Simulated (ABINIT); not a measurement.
# NaAl3 (I4/mmm) in ABINIT: single point with LDA

Aim: the single point of NaAl3 with LDA.

Program: ABINIT 10.8.3 (patched build). These are calculated values, not measurements. Logs are shortened: lines on timing, memory, paths and dates and some standing lists are left out, and cuts for length are marked. The log counts tension as positive stress, the text compression.

## Step 1: Starting point

It takes space group I4/mmm (No. 139, tetragonal). Conventional cell: a = 4.375 Å, b = 4.375 Å, c = 7.960 Å, α = 90.00°, β = 90.00°, γ = 90.00°. Al (site symmetry 4/mmm) has 8 Al at 2.96 Å and 4 Na at 3.09 Å as nearest neighbours. Al (site symmetry -4m2) has 8 Al at 2.96 to 3.09 Å and 4 Na at 2.96 Å as nearest neighbours. Na (site symmetry 4/mmm) has 12 Al at 2.96 to 3.09 Å as nearest neighbours.

The cell comes from a database or a generator and needn't be the stable form of this composition.

## Step 2: Single point, LDA

run.abi

```
# Pseudopotentials
pp_dirpath "./"
pseudos "Al.hgh, Na.hgh"

# Structure
acell 9.5265976797 9.5265976797 9.5265976797
rprim
    -0.4339632748     0.4339632748     0.7895262834
     0.4339632748    -0.4339632748     0.7895262834
     0.4339632748     0.4339632748    -0.7895262834
ntypat 2
znucl 13 11
natom 4
typat 1 1 1 2
xred
     0.5000000000     0.5000000000     0.0000000000
     0.2500000000     0.7500000000     0.5000000000
     0.7500000000     0.2500000000     0.5000000000
     0.0000000000     0.0000000000     0.0000000000

# Plane-wave basis
ecut 380.959407 eV

# k points
kptopt 1
ngkpt 7 7 7
nshiftk 1
shiftk 0.0 0.0 0.0

# Exchange and correlation
ixc 7

# Bands and occupations
nband 9
occopt 3
tsmear 0.05 eV

# SCF cycle
nstep 100
tolvrs 1.0e-10

# Output
iomode 3
prtwf 0
prtden 0
prteig 0
prtebands 0
```

Potentials or basis: HGH LDA.

Command:

```sh
$ abinit run.abi > log 2>&1
```

run.abo:

```text
.Version 10.8.3 of ABINIT
 Symmetries : space group I4/m m m (#139); Bravais tI (body-center tetrag.)
================================================================================
 Values of the parameters that define the memory need of the present run
     intxc =       0    ionmov =       0      iscf =       7    lmnmax =       3
     lnmax =       3     mgfft =      36  mpssoang =       2    mqgrid =    3001
     natom =       4  nloc_mem =       1    nspden =       1   nspinor =       1
    nsppol =       1      nsym =      16    n1xccc =       0    ntypat =       2
    occopt =       3   xclevel =       1
       mpw =        1300          nfft =       46656          nkpt =          40
================================================================================
================================================================================

--------------------------------------------------------------------------------
------------- Echo of variables that govern the present computation ------------
--------------------------------------------------------------------------------
 -outvars: echo values of preprocessed input variables --------
            acell      9.5265976797E+00  9.5265976797E+00  9.5265976797E+00 Bohr
              amu      2.69815390E+01  2.29897680E+01
             ecut      1.40000000E+01 Hartree
              ixc           7
         kptrlatt        7    0    0      0    7    0      0    0    7
          kptrlen      5.78787094E+01
            natom           4
            nband           9
            ngfft          36      36      36
             nkpt          40
            nstep         100
             nsym          16
           ntypat           2
           occopt           3
           prtden           0
        prtebands           0
           prteig           0
            prtwf           0
            rprim     -4.3396327480E-01  4.3396327480E-01  7.8952628340E-01
                       4.3396327480E-01 -4.3396327480E-01  7.8952628340E-01
                       4.3396327480E-01  4.3396327480E-01 -7.8952628340E-01
          spgroup         139
           tolvrs      1.00000000E-10
           tsmear      1.83746611E-03 Hartree
            typat      1  1  1  2
           xangst     -7.0573514682E-17  1.5654444154E-16  3.9802059973E+00
                       2.1877209984E+00  0.0000000000E+00  1.9901029986E+00
                       0.0000000000E+00  2.1877209984E+00  1.9901029986E+00
                       0.0000000000E+00  0.0000000000E+00  0.0000000000E+00
            xcart     -1.3336461449E-16  2.9582612104E-16  7.5214992595E+00
                       4.1341935268E+00  0.0000000000E+00  3.7607496298E+00
                       0.0000000000E+00  4.1341935268E+00  3.7607496298E+00
                       0.0000000000E+00  0.0000000000E+00  0.0000000000E+00
             xred      5.0000000000E-01  5.0000000000E-01  1.9648512521E-17
                       2.5000000000E-01  7.5000000000E-01  5.0000000000E-01
                       7.5000000000E-01  2.5000000000E-01  5.0000000000E-01
                       0.0000000000E+00  0.0000000000E+00  0.0000000000E+00
            znucl       13.00000   11.00000

================================================================================

[... 139 lines left out ...]
    4      0.00000000000000     0.00000000000000     0.00000000000000

 cartesian forces (hartree/bohr) at end:
    1     -0.00000000000000    -0.00000000000000    -0.00000000000000
    2     -0.00000000000000    -0.00000000000000    -0.00000000000000
    3     -0.00000000000000    -0.00000000000000    -0.00000000000000
    4     -0.00000000000000    -0.00000000000000    -0.00000000000000
 frms,max,avg= 0.0000000E+00 0.0000000E+00   0.000E+00  0.000E+00  0.000E+00 h/b

 cartesian forces (eV/Angstrom) at end:
    1     -0.00000000000000    -0.00000000000000    -0.00000000000000
    2     -0.00000000000000    -0.00000000000000    -0.00000000000000
    3     -0.00000000000000    -0.00000000000000    -0.00000000000000
    4     -0.00000000000000    -0.00000000000000    -0.00000000000000
 frms,max,avg= 0.0000000E+00 0.0000000E+00   0.000E+00  0.000E+00  0.000E+00 e/A
 length scales=  9.526597679700  9.526597679700  9.526597679700 bohr
              =  5.041258386119  5.041258386119  5.041258386119 angstroms
 Fermi (or HOMO) energy (hartree) =   0.24931   Average Vxc (hartree)=  -0.30639
 Eigenvalues (hartree) for nkpt=  40  k points:
 kpt#   1, nband=  9, wtk=  0.00292, kpt=  0.0000  0.0000  0.0000 (reduced coord)
  -0.08579    0.21474    0.23655    0.23655    0.25379    0.25432    0.27708    0.28063
   0.28063
      occupation numbers for kpt#   1
   2.00000    2.00000    1.99807    1.99807    0.16069    0.12283    0.00000    0.00000
   0.00000
 prteigrs : prtvol=0 or 1, do not print more k-points.

--- !EnergyTerms
iteration_state     : {dtset: 1, }
comment             : Components of total free energy in Hartree
kinetic             :  2.56191323243862E+00
hartree             :  1.72476388483958E-01
xc                  : -2.48099223979282E+00
Ewald energy        : -7.58584297022584E+00
psp_core            : -6.55948657456480E-01
local_psp           :  2.22347626788634E-01
non_local_psp       :  1.25237478875267E+00
internal            : -6.51367183101126E+00
'-kT*entropy'       : -5.70715708606869E-04
total_energy        : -6.51424254671987E+00
total_energy_eV     : -1.77261570038797E+02
band_energy         :  1.14967496221686E+00
...

 Cartesian components of stress tensor (hartree/bohr^3)
  sigma(1 1)=  1.84767206E-04  sigma(3 2)=  0.00000000E+00
  sigma(2 2)=  1.84767206E-04  sigma(3 1)=  0.00000000E+00
  sigma(3 3)=  9.72404518E-05  sigma(2 1)=  0.00000000E+00

-Cartesian components of stress tensor (GPa)         [Pressure= -4.5777E+00 GPa]
- sigma(1 1)=  5.43603888E+00  sigma(3 2)=  0.00000000E+00
- sigma(2 2)=  5.43603888E+00  sigma(3 1)=  0.00000000E+00
- sigma(3 3)=  2.86091286E+00  sigma(2 1)=  0.00000000E+00

== END DATASET(S) ==============================================================
================================================================================

 -outvars: echo values of variables after computation  --------
            acell      9.5265976797E+00  9.5265976797E+00  9.5265976797E+00 Bohr
           etotal     -6.5142425467E+00
            fcart     -0.0000000000E+00 -0.0000000000E+00 -0.0000000000E+00
                      -0.0000000000E+00 -0.0000000000E+00 -0.0000000000E+00
                      -0.0000000000E+00 -0.0000000000E+00 -0.0000000000E+00
                      -0.0000000000E+00 -0.0000000000E+00 -0.0000000000E+00
            rprim     -4.3396327480E-01  4.3396327480E-01  7.8952628340E-01
                       4.3396327480E-01 -4.3396327480E-01  7.8952628340E-01
                       4.3396327480E-01  4.3396327480E-01 -7.8952628340E-01
           strten      1.8476720615E-04  1.8476720615E-04  9.7240451797E-05
                       0.0000000000E+00  0.0000000000E+00  0.0000000000E+00
           xangst     -7.0573514682E-17  1.5654444154E-16  3.9802059973E+00
                       2.1877209984E+00  0.0000000000E+00  1.9901029986E+00
                       0.0000000000E+00  2.1877209984E+00  1.9901029986E+00
                       0.0000000000E+00  0.0000000000E+00  0.0000000000E+00
             xred      5.0000000000E-01  5.0000000000E-01  1.9648512521E-17
                       2.5000000000E-01  7.5000000000E-01  5.0000000000E-01
                       7.5000000000E-01  2.5000000000E-01  5.0000000000E-01
                       0.0000000000E+00  0.0000000000E+00  0.0000000000E+00
 Calculation completed.
```

Run time: 18 s. Hardware: 1 thread of Intel Xeon Platinum 8259CL at 2.50GHz (Skylake/Cascade Lake), shared host; peak memory 0.06 GiB.

Results:

* Free energy: -177.2616 eV
* Pressure: -4.6 GPa
* Band gap on the k mesh: none (metal or under the smearing width)
* Valence electrons inside the program's atomic spheres: Al 0.84, 0.85; Na 0.15

Stress tensor (GPa, compression positive):
```
-5.44  0.00  0.00
 0.00 -5.44  0.00
 0.00  0.00 -2.86
```

Levels at points of the mesh, in eV from the Fermi level:
```tsv
k point	band 3	band 4	band 5	band 6	band 7	band 8
(0.00, 0.00, 0.00)	-0.35	-0.35	0.12	0.14	0.76	0.85
```

Caveat: HGH potentials are hard and often keep d shells in the core, so these values are rough.
